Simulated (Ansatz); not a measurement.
# CuNi3 (I4/mmm) in Ansatz: further runs

The runs below take CuNi3 through single point, with PBEsol.

Program: Ansatz 0.2.0. These are calculated values, not measurements. Logs are shortened: lines on timing, memory, paths and dates and some standing lists are left out, and cuts for length are marked.

## (1) The structure

Symmetry: I4/mmm, No. 139, tetragonal system. Conventional cell: a = 3.512 Å, b = 3.512 Å, c = 6.938 Å, α = 90.00°, β = 90.00°, γ = 90.00°. Cu (site symmetry 4/mmm) has 12 Ni at 2.47 to 2.48 Å as nearest neighbours. Ni (site symmetry 4/mmm) is surrounded by 8 Ni at 2.47 Å and 4 Cu at 2.48 Å. Around Ni (site symmetry -4m2) lie 4 Cu at 2.47 Å and 8 Ni at 2.47 to 2.48 Å.

The cell comes from a database or a generator and needn't be the stable form of this composition.

## (2) Single point, PBEsol, collinear spin, ferromagnetic start, 10.06 Å³/atom (volume scaled by 0.94)

The input, input.yaml:

```yaml
crystal:
  lattice:
    - [-1.7203607224, 1.7203607224, 3.3983591358]
    - [1.7203607224, -1.7203607224, 3.3983591358]
    - [1.7203607224, 1.7203607224, -3.3983591358]
  atoms:
    - { symbol: Cu, position: [0.0, 0.0, 0.0], spin: 0.6 }
    - { symbol: Ni, position: [0.5, 0.5, 0.0], spin: 1.0 }
    - { symbol: Ni, position: [0.25, 0.75, 0.5], spin: 1.0 }
    - { symbol: Ni, position: [0.75, 0.25, 0.5], spin: 1.0 }
kpoints:
  mp_grid: { grid: [11, 11, 11] }
scf:
  occupations: { method: fermi_dirac, width: 0.05 }
hamiltonian:
  xc: pbesol
  pseudopotentials: { kind: all_electron, lapw: { basis_error: 0.001 } }
magnetization:
  spin_polarized: true
output:
  forces: true
  stress: true
  eigenvalues: true
```

Potentials or basis: all-electron LAPW, scalar-relativistic.

On the command line:

```bash
> ansatz run input.yaml --threads 4 --pin off --max-ram 12288MiB --backend cpu --events-out ev --progress --plain --runs-dir out
```

The program printed:

```text
Warning: RAYON_NUM_THREADS=4 ignored (pool sized by the plan → 4); use --threads N
LAPW: plane waves up to 9.360 Å⁻¹, error target 1.0e-3 eV per atom; small_component_spin mean_spin; Ni in spheres of 1.206 Å, 18 of its electrons in bands, Dirac shells []; Cu in spheres of 1.212 Å, 19 of its electrons in bands, Dirac shells [] (how accurate: hamiltonian.pseudopotentials.lapw.basis_error, Limitations)
Engine: ansatz 0.2.0, aarch64-unknown-linux-gnu
Pseudopotentials: kind: all_electron
Pseudopotential: Cu, LAPW, valence charge 19, lapw/all_electron/scalar/gaussian/Cu, Koelling and Harmon's equation, gaussian nucleus
Pseudopotential: Ni, LAPW, valence charge 18, lapw/all_electron/scalar/gaussian/Ni, Koelling and Harmon's equation, gaussian nucleus
Functional definition: PBEsol
  exchange = pbesol_x
  correlation = pbesol_c
Crystal: 4 atoms, lattice volume = 40.232 Å³
Basis set: ecut = 333.7561009681902 eV, 559 PW (Γ), FFT grids on a1+a3, a2+a3, a3, exchange–correlation at level 2
Bands: 46, of which v1, the nominal top of the filled ones, is band 37 counted from 1 (36 counted from 0)
Symmetry: 16 space group operations
Space group: I4/mmm (ITA 139), of the structure as read, at distance tolerance 3.4e-5 Å
Magnetic group: BNS 139.531 (UNI 1191), of the structure as read, at distance tolerance 3.4e-5 Å
k-points: 126 of 1331
Non-local potential: Cu, projectors of the file, none
Non-local potential: Ni, projectors of the file, none
Initial density: superposition of atomic densities (chi_scale 0.1, normalization cell)
Starting moments: Σ|m| = 3.6 μB on 4 of 4 sites
Initial wavefunctions: plane waves of lowest kinetic energy (no species holds an atomic orbital)
Functional: x = pbesol(κ = 0.804, μ = 0.12345679012345678), c = pbesol(β = 0.046)
iter 1 solved again at ethr=3.38e-2 eV; its pass at ethr=1.00e-1 eV (dr2=2.47e1 eV) is discarded
SCF iter   1: F=—  HF=-169047.327881 eV  |F-HF|=—  |Δ(HF+E_count)|=         —  Δρ=1.25e-1 (↑7.66e-2 ↓1.25e-1)  dr2=2.47e1  dr2_m=6.95e-1  M=1.114 μB ∫|m|=1.119 μB  β_m=0.30  ethr=3.38e-2  ⟨swp⟩=2.0  Hψ=80584  notcnv=0
Mixer restart at iter 1: flushing history
preconditioner: auto → Kerker (q_TF=auto, 3.013 Å⁻¹)  [metal: Δε(μ)=0.000 eV  Ē_g=9.977 eV  σ=0.050 eV  W_gap=0.00  n_scr=14 (ndim 8)  ℏωp=37.5 eV  f_vac=0.000  D(μ)=9.43/eV (n_scr^D=186)]
spin=Collinear: Kerker preconditioning applied to the charge; magnetization (m = ρ↑ − ρ↓) channel mixes plain (no charge-response kernel on spin).
SCF iter   2: F=—  HF=-169056.678078 eV  |F-HF|=—  |Δ(HF+E_count)|=    9.35e0  Δρ=4.05e-2 (↑3.37e-2 ↓4.05e-2)  dr2=2.76e0  dr2_m=6.78e-2  M=1.842 μB ∫|m|=1.892 μB  β_m=0.24  ethr=3.38e-2  ⟨swp⟩=2.2  Hψ=34202  notcnv=0
SCF iter   3: F=—  HF=-169043.839501 eV  |F-HF|=—  |Δ(HF+E_count)|=    1.28e1  Δρ=2.11e-2 (↑1.89e-2 ↓2.11e-2)  dr2=3.99e-1  dr2_m=7.22e-2  M=1.682 μB ∫|m|=1.738 μB  β_m=0.52  ethr=3.78e-3  ⟨swp⟩=3.0  Hψ=35274  notcnv=0
SCF iter   4: F=—  HF=-169043.470448 eV  |F-HF|=—  |Δ(HF+E_count)|=   3.69e-1  Δρ=4.66e-2 (↑2.64e-2 ↓4.66e-2)  dr2=3.29e0  dr2_m=9.11e-2  M=1.325 μB ∫|m|=1.406 μB  β_m=0.46  ethr=5.47e-4  ⟨swp⟩=3.0  Hψ=37866  notcnv=0
SCF iter   5: F=—  HF=-169042.476821 eV  |F-HF|=—  |Δ(HF+E_count)|=   9.94e-1  Δρ=2.45e-2 (↑1.62e-2 ↓2.45e-2)  dr2=1.08e0  dr2_m=1.91e-2  M=1.379 μB ∫|m|=1.515 μB  β_m=0.44  ethr=5.47e-4  ⟨swp⟩=2.0  Hψ=34763  notcnv=0
SCF iter   6: F=—  HF=-169042.157011 eV  |F-HF|=—  |Δ(HF+E_count)|=         —  Δρ=7.75e-3 (↑7.54e-3 ↓7.75e-3)  dr2=1.65e-1  dr2_m=1.08e-3  M=1.429 μB ∫|m|=1.611 μB  β_m=0.33  ethr=5.47e-4  ⟨swp⟩=2.0  Hψ=34716  notcnv=0
the basis was enlarged: its passes take 1.6 MiB over the memory plan, 4 of 4 planned eigensolver slots
SCF iter   7: F=—  HF=-169042.117624 eV  |F-HF|=—  |Δ(HF+E_count)|=   3.94e-2  Δρ=5.36e-3 (↑5.36e-3 ↓4.39e-3)  dr2=7.11e-2  dr2_m=3.84e-4  M=1.440 μB ∫|m|=1.629 μB  β_m=0.67  ethr=2.26e-4  ⟨swp⟩=2.0  Hψ=32625  notcnv=0
SCF iter   8: F=—  HF=-169042.096939 eV  |F-HF|=—  |Δ(HF+E_count)|=         —  Δρ=2.01e-3 (↑2.01e-3 ↓1.81e-3)  dr2=1.04e-2  dr2_m=1.37e-4  M=1.458 μB ∫|m|=1.656 μB  β_m=0.67  ethr=9.73e-5  ⟨swp⟩=2.0  Hψ=32844  notcnv=0
Mixer restart at iter 8: flushing history
SCF iter   9: F=—  HF=-169042.101946 eV  |F-HF|=—  |Δ(HF+E_count)|=   5.01e-3  Δρ=3.50e-3 (↑1.65e-3 ↓3.50e-3)  dr2=1.67e-2  dr2_m=5.05e-4  M=1.468 μB ∫|m|=1.671 μB  β_m=0.41  ethr=1.42e-5  ⟨swp⟩=2.8  Hψ=33699  notcnv=0  recentre
SCF iter  10: F=—  HF=-169042.094750 eV  |F-HF|=—  |Δ(HF+E_count)|=   7.20e-3  Δρ=1.32e-3 (↑1.32e-3 ↓9.06e-4)  dr2=4.03e-3  dr2_m=3.15e-5  M=1.463 μB ∫|m|=1.665 μB  β_m=0.42  ethr=1.42e-5  ⟨swp⟩=2.0  Hψ=32617  notcnv=0
SCF iter  11: F=—  HF=-169042.094672 eV  |F-HF|=—  |Δ(HF+E_count)|=   7.88e-5  Δρ=7.04e-4 (↑7.04e-4 ↓5.11e-4)  dr2=1.19e-3  dr2_m=8.06e-6  M=1.466 μB ∫|m|=1.672 μB  β_m=0.48  ethr=5.52e-6  ⟨swp⟩=2.0  Hψ=32607  notcnv=0
iter 12 solved again at ethr=8.93e-8 eV; its pass at ethr=1.63e-6 eV (dr2=6.52e-5 eV) is discarded
SCF iter  12: F=—  HF=-169042.094039 eV  |F-HF|=—  |Δ(HF+E_count)|=   6.33e-4  Δρ=2.18e-4 (↑1.51e-4 ↓2.18e-4)  dr2=6.51e-5  dr2_m=5.51e-6  M=1.473 μB ∫|m|=1.683 μB  β_m=0.58  ethr=8.93e-8  ⟨swp⟩=2.0  Hψ=56144  notcnv=0
SCF iter  13: F=—  HF=-169042.094075 eV  |F-HF|=—  |Δ(HF+E_count)|=   3.67e-5  Δρ=1.03e-4 (↑8.39e-5 ↓1.03e-4)  dr2=6.04e-6  dr2_m=8.60e-7  M=1.475 μB ∫|m|=1.684 μB  β_m=0.42  ethr=8.91e-8  ⟨swp⟩=2.0  Hψ=32608  notcnv=0
SCF iter  14: F=—  HF=-169042.094065 eV  |F-HF|=—  |Δ(HF+E_count)|=   1.07e-5  Δρ=3.07e-5 (↑2.62e-5 ↓3.07e-5)  dr2=1.94e-6  dr2_m=3.69e-8  M=1.474 μB ∫|m|=1.684 μB  β_m=0.49  ethr=8.27e-9  ⟨swp⟩=2.8  Hψ=32918  notcnv=0
SCF iter  15: F=—  HF=-169042.094065 eV  |F-HF|=—  |Δ(HF+E_count)|=   2.92e-7  Δρ=1.86e-5 (↑1.52e-5 ↓1.86e-5)  dr2=6.57e-7  dr2_m=1.17e-8  M=1.474 μB ∫|m|=1.684 μB  β_m=0.75  ethr=2.66e-9  ⟨swp⟩=2.0  Hψ=32609  notcnv=0
SCF iter  16: F=—  HF=-169042.094065 eV  |F-HF|=—  |Δ(HF+E_count)|=   4.62e-8  Δρ=4.83e-6 (↑4.16e-6 ↓4.83e-6)  dr2=3.50e-8  dr2_m=1.45e-9  M=1.474 μB ∫|m|=1.684 μB  β_m=0.87  ethr=9.00e-10  ⟨swp⟩=2.0  Hψ=32609  notcnv=0
SCF iter  17: F=—  HF=-169042.094065 eV  |F-HF|=—  |Δ(HF+E_count)|=   1.32e-8  Δρ=7.45e-7 (↑6.16e-7 ↓7.45e-7)  dr2=7.25e-10  dr2_m=1.27e-11  M=1.474 μB ∫|m|=1.684 μB  β_m=0.94  ethr=4.80e-11  ⟨swp⟩=2.0  Hψ=32616  notcnv=0
SCF iter  18: F=-169042.094065 eV  HF=-169042.094065 eV  |F-HF|=2.62e-10  |Δ(HF+E_count)|=  2.33e-10  Δρ=2.49e-7 (↑2.18e-7 ↓2.49e-7)  dr2=1.49e-10  dr2_m=5.37e-13  M=1.474 μB ∫|m|=1.684 μB  ethr=2.69e-12 (applied; sched 1.00e-12)  ⟨swp⟩=2.0  Hψ=32609  notcnv=0
SCF 1 converged in 18 iterations: F = -169042.094065 eV  dr2 = 1.49e-10
SCF converged after 18 iterations
Magnetization: 1.4743 μB (37.2372 up, 35.7628 down)
Absolute magnetization: 1.6838 μB (∫|ρ↑−ρ↓|)
Spin contamination: 0.0162 ħ² per cell (⟨S²⟩ above its minimum at these occupations)
Per-site moments (μB) at R_I (Å): [(0.011488306473600218, 1.21173974412261), (0.5234315192943733, 1.2062867331715712), (0.4971571970712301, 1.2062867331715712), (0.4971571970712301, 1.2062867331715712)]
Free energy (F): -169042.094065 eV
Harris-Foulkes:  -169042.094065 eV  (|F-HF|=2.62e-10)
Internal energy: -169042.055647 eV  (E = F + TS)
E sigma→0 (E₀):  -169042.074856 eV
Entropy (-TS):   -0.038418 eV (-9.604 meV/atom)
Fermi energy:    19.879085 eV
--- Per-component energies (eV) ---
  E_band       = -1060.130587
  E_kinetic    = 171792.438196
  E_xc         = -6892.527577
  E_electrostatic = -333941.966266  (all electrons and nuclei)
  E_smearing   = -0.038418  (= −TS)
  E_closure    = 0.000000  (closes the sum)
  E_atoms      = -169014.596184  (free atoms, spherical and without spin; not in F)
  Σ components = -169042.094065   (vs F -169042.094065, Δ=0.00e0)
  Basis errors (estimates in eV, not in F): energy 2.7e-4 per atom: plane waves 1.9e-4 (9.7e-5 summed), levels above the bands 1.4e-106, relativity 1.3e-8, radial functions 7.1e-5, core shells 1.5e-9; eigenvalues (radial functions only) 5.5e-7; not estimated: angular momenta, meshes, grids; target (lapw.basis_error) 1.0e-3; muffin-tin radii Ni 1.206 Å, Cu 1.212 Å
--- Forces (eV/Å), atoms counted from 1 ---
  atom   1  Cu     0.00000000     0.00000000     0.00000000
  atom   2  Ni     0.00000000     0.00000000    -0.00000000
  atom   3  Ni    -0.00000000     0.00000000    -0.00000000
  atom   4  Ni     0.00000000     0.00000000     0.00000000
  max |Σ_I F_I| component: 2.60e-18 eV/Å
--- Stress (GPa, compression-positive) ---
       12.068004       0.000000      -0.000000
        0.000000      12.068004      -0.000000
       -0.000000      -0.000000      12.831297
  P = ⅓ Tr σ = 12.3224 GPa (123.224 kbar)
--- Band table (eV; the first three rows and the last of 252) ---
  k-point 0 ↑: bands = ["-92.5519", "-83.3704", "-83.2669", "-83.2416", "-50.0886", "-50.0697", "-50.0697", "-44.0106", "-43.8842", "-43.8842", "-43.8694", "-43.8694", "-43.7794", "-43.7564", "-43.7232", "-43.7232", "10.0419", "14.6605", "15.2214", "15.4461", "15.8551", "16.1823", "16.1823", "16.6570", "16.6570", "17.2302", "17.2302", "17.2627", "17.9276", "18.3607", "18.6969", "18.7679", "19.2553", "19.4111", "19.4848", "19.4848", "19.6969", "22.3029", "27.7756", "27.7756", "27.8446", "27.8446", "29.7498", "29.9525", "30.2074", "31.0962"]
  k-point 1 ↑: bands = ["-92.5519", "-83.3699", "-83.2662", "-83.2429", "-50.0886", "-50.0698", "-50.0696", "-44.0109", "-43.8886", "-43.8845", "-43.8679", "-43.8577", "-43.7759", "-43.7578", "-43.7353", "-43.7224", "10.2677", "14.7774", "15.2965", "15.5411", "15.9575", "16.0550", "16.2499", "16.4636", "16.7417", "17.1747", "17.2616", "17.3240", "17.9223", "18.3094", "18.6753", "18.7640", "19.0126", "19.1742", "19.3117", "19.4235", "19.5871", "23.0038", "26.4062", "26.5213", "27.2139", "27.3534", "29.8026", "31.5365", "31.7411", "32.2791"]
  k-point 2 ↑: bands = ["-92.5519", "-83.3686", "-83.2642", "-83.2461", "-50.0885", "-50.0702", "-50.0696", "-44.0119", "-43.8993", "-43.8851", "-43.8631", "-43.8265", "-43.7678", "-43.7674", "-43.7620", "-43.7208", "10.9279", "15.0923", "15.4975", "15.7045", "15.8163", "15.9908", "16.2517", "16.4167", "16.9831", "17.0596", "17.3705", "17.4514", "17.8092", "18.1766", "18.2071", "18.4744", "18.7576", "19.0559", "19.0866", "19.2524", "19.4591", "24.4969", "24.5193", "24.6409", "26.4968", "26.6765", "29.3908", "30.4408", "34.0604", "34.2479"]
  k-point 125 ↓: bands = ["-92.5081", "-82.7063", "-82.6497", "-82.6194", "-50.0417", "-50.0299", "-50.0298", "-43.3213", "-43.3213", "-43.2733", "-43.2184", "-43.1950", "-43.1896", "-43.1807", "-43.1257", "-43.1236", "13.1100", "13.3553", "14.7661", "14.9480", "15.5331", "15.5381", "16.1459", "16.9465", "17.5837", "17.9840", "18.1657", "18.5914", "18.6614", "18.9671", "19.1515", "19.3577", "19.6047", "19.6246", "20.0117", "20.1084", "20.1486", "20.1764", "21.4728", "22.4495", "29.6079", "30.3204", "34.5858", "34.8802", "35.4124", "35.4974"]
```

It took 1.8 min on 4 threads of Arm Neoverse V1, shared host; peak memory 1.7 GiB.

Results:

```
Free energy            : -169042.0941 eV
Pressure               : 12.3 GPa
Band gap on the k mesh : none (metal or under the smearing width)
Net moment             : 1.47 μB per cell
Absolute moment        : 1.68 μB per cell
Site moments           : Cu +0.01; Ni +0.52, +0.50 μB
```

## (3) Single point, PBEsol, collinear spin, ferromagnetic start, 10.27 Å³/atom (volume scaled by 0.96)

input.yaml, as its differences from that of step 2:

```diff
@@ -2,5 +2,5 @@
   lattice:
-    - [-1.7203607224, 1.7203607224, 3.3983591358]
-    - [1.7203607224, -1.7203607224, 3.3983591358]
-    - [1.7203607224, 1.7203607224, -3.3983591358]
+    - [-1.732476338, 1.732476338, 3.4222920309]
+    - [1.732476338, -1.732476338, 3.4222920309]
+    - [1.732476338, 1.732476338, -3.4222920309]
   atoms:
```

Potentials or basis: all-electron LAPW, scalar-relativistic.

On the command line:

```bash
> ansatz run input.yaml --threads 4 --pin off --max-ram 12288MiB --backend cpu --events-out ev --progress --plain --runs-dir out
```

Wall time 1.8 min (4 threads of Arm Neoverse V1, shared host); peak memory 1.7 GiB.

Results (log left out):

| Property | Result |
| --- | --- |
| Free energy | -169042.1450 eV |
| Pressure | 6.9 GPa |
| Band gap on the k mesh | none (metal or under the smearing width) |
| Net moment | 1.50 μB per cell |
| Absolute moment | 1.71 μB per cell |
| Site moments | Cu +0.01; Ni +0.53, +0.51 μB |

## (4) Single point, PBEsol, collinear spin, ferromagnetic start, 10.49 Å³/atom (volume scaled by 0.98)

input.yaml, as its differences from that of step 3:

```diff
@@ -2,5 +2,5 @@
   lattice:
-    - [-1.732476338, 1.732476338, 3.4222920309]
-    - [1.732476338, -1.732476338, 3.4222920309]
-    - [1.732476338, 1.732476338, -3.4222920309]
+    - [-1.7444248282, 1.7444248282, 3.4458947908]
+    - [1.7444248282, -1.7444248282, 3.4458947908]
+    - [1.7444248282, 1.7444248282, -3.4458947908]
   atoms:
```

On the command line:

```bash
> ansatz run input.yaml --threads 4 --pin off --max-ram 12288MiB --backend cpu --events-out ev --progress --plain --runs-dir out
```

Wall time 1.7 min (4 threads of Arm Neoverse V1, shared host); peak memory 1.7 GiB.

It converged, with:

```
Free energy            : -169042.1684 eV
Pressure               : 2.0 GPa
Band gap on the k mesh : none (metal or under the smearing width)
Net moment             : 1.52 μB per cell
Absolute moment        : 1.74 μB per cell
Site moments           : Cu +0.01; Ni +0.54, +0.51 μB
```

## (5) Single point, PBEsol, collinear spin, ferromagnetic start, 10.70 Å³/atom

input.yaml, as its differences from that of step 4:

```diff
@@ -2,5 +2,5 @@
   lattice:
-    - [-1.7444248282, 1.7444248282, 3.4458947908]
-    - [1.7444248282, -1.7444248282, 3.4458947908]
-    - [1.7444248282, 1.7444248282, -3.4458947908]
+    - [-1.75621184, 1.75621184, 3.46917857]
+    - [1.75621184, -1.75621184, 3.46917857]
+    - [1.75621184, 1.75621184, -3.46917857]
   atoms:
```

On the command line:

```bash
> ansatz run input.yaml --threads 4 --pin off --max-ram 12288MiB --backend cpu --events-out ev --progress --plain --runs-dir out
```

It took 1.7 min on 4 threads of Arm Neoverse V1, shared host; peak memory 1.7 GiB.

It converged, with:

```yaml
Free_energy: -169042.1674 eV
Pressure: -2.3 GPa
Band_gap_on_the_k_mesh: none (metal or under the smearing width)
Net_moment: 1.54 μB per cell
Absolute_moment: 1.77 μB per cell
Site_moments: Cu +0.01; Ni +0.55, +0.52 μB
```

## (6) Single point, PBEsol, collinear spin, ferromagnetic start, 10.91 Å³/atom (volume scaled by 1.02)

input.yaml, as its differences from that of step 5:

```diff
@@ -2,5 +2,5 @@
   lattice:
-    - [-1.75621184, 1.75621184, 3.46917857]
-    - [1.75621184, -1.75621184, 3.46917857]
-    - [1.75621184, 1.75621184, -3.46917857]
+    - [-1.7678427209, 1.7678427209, 3.4921539321]
+    - [1.7678427209, -1.7678427209, 3.4921539321]
+    - [1.7678427209, 1.7678427209, -3.4921539321]
   atoms:
```

Potentials or basis: all-electron LAPW, scalar-relativistic.

On the command line:

```bash
> ansatz run input.yaml --threads 4 --pin off --max-ram 12288MiB --backend cpu --events-out ev --progress --plain --runs-dir out
```

Wall time 1.7 min (4 threads of Arm Neoverse V1, shared host); peak memory 1.7 GiB.

Results (log left out):

- Free energy: -169042.1448 eV
- Pressure: -6.1 GPa
- Band gap on the k mesh: none (metal or under the smearing width)
- Net moment: 1.55 μB per cell
- Absolute moment: 1.80 μB per cell
- Site moments: Cu +0.01; Ni +0.56, +0.53 μB

## (7) Single point, PBEsol, collinear spin, ferromagnetic start, 11.13 Å³/atom (volume scaled by 1.04)

input.yaml, as its differences from that of step 6:

```diff
@@ -2,5 +2,5 @@
   lattice:
-    - [-1.7678427209, 1.7678427209, 3.4921539321]
-    - [1.7678427209, -1.7678427209, 3.4921539321]
-    - [1.7678427209, 1.7678427209, -3.4921539321]
+    - [-1.7793225408, 1.7793225408, 3.5148308917]
+    - [1.7793225408, -1.7793225408, 3.5148308917]
+    - [1.7793225408, 1.7793225408, -3.5148308917]
   atoms:
```

On the command line:

```bash
> ansatz run input.yaml --threads 4 --pin off --max-ram 12288MiB --backend cpu --events-out ev --progress --plain --runs-dir out
```

It took 98 s on 4 threads of Arm Neoverse V1, shared host; peak memory 1.6 GiB.

Results (log left out):

```
Free energy            : -169042.1029 eV
Pressure               : -9.5 GPa
Band gap on the k mesh : none (metal or under the smearing width)
Net moment             : 1.57 μB per cell
Absolute moment        : 1.82 μB per cell
Site moments           : Cu +0.00; Ni +0.57, +0.53 μB
```

## (8) Single point, PBEsol, collinear spin, ferromagnetic start, 11.34 Å³/atom (volume scaled by 1.06)

input.yaml, as its differences from that of step 7:

```diff
@@ -2,5 +2,5 @@
   lattice:
-    - [-1.7793225408, 1.7793225408, 3.5148308917]
-    - [1.7793225408, -1.7793225408, 3.5148308917]
-    - [1.7793225408, 1.7793225408, -3.5148308917]
+    - [-1.790656111, 1.790656111, 3.5372189532]
+    - [1.790656111, -1.790656111, 3.5372189532]
+    - [1.790656111, 1.790656111, -3.5372189532]
   atoms:
```

On the command line:

```bash
> ansatz run input.yaml --threads 4 --pin off --max-ram 12288MiB --backend cpu --events-out ev --progress --plain --runs-dir out
```

Run time: 93 s. Hardware: 4 threads of Arm Neoverse V1, shared host; peak memory 1.6 GiB.

It converged, with:

```
Free energy            : -169042.0439 eV
Pressure               : -12.5 GPa
Band gap on the k mesh : none (metal or under the smearing width)
Net moment             : 1.59 μB per cell
Absolute moment        : 1.85 μB per cell
Site moments           : Cu +0.00; Ni +0.58, +0.54 μB
```
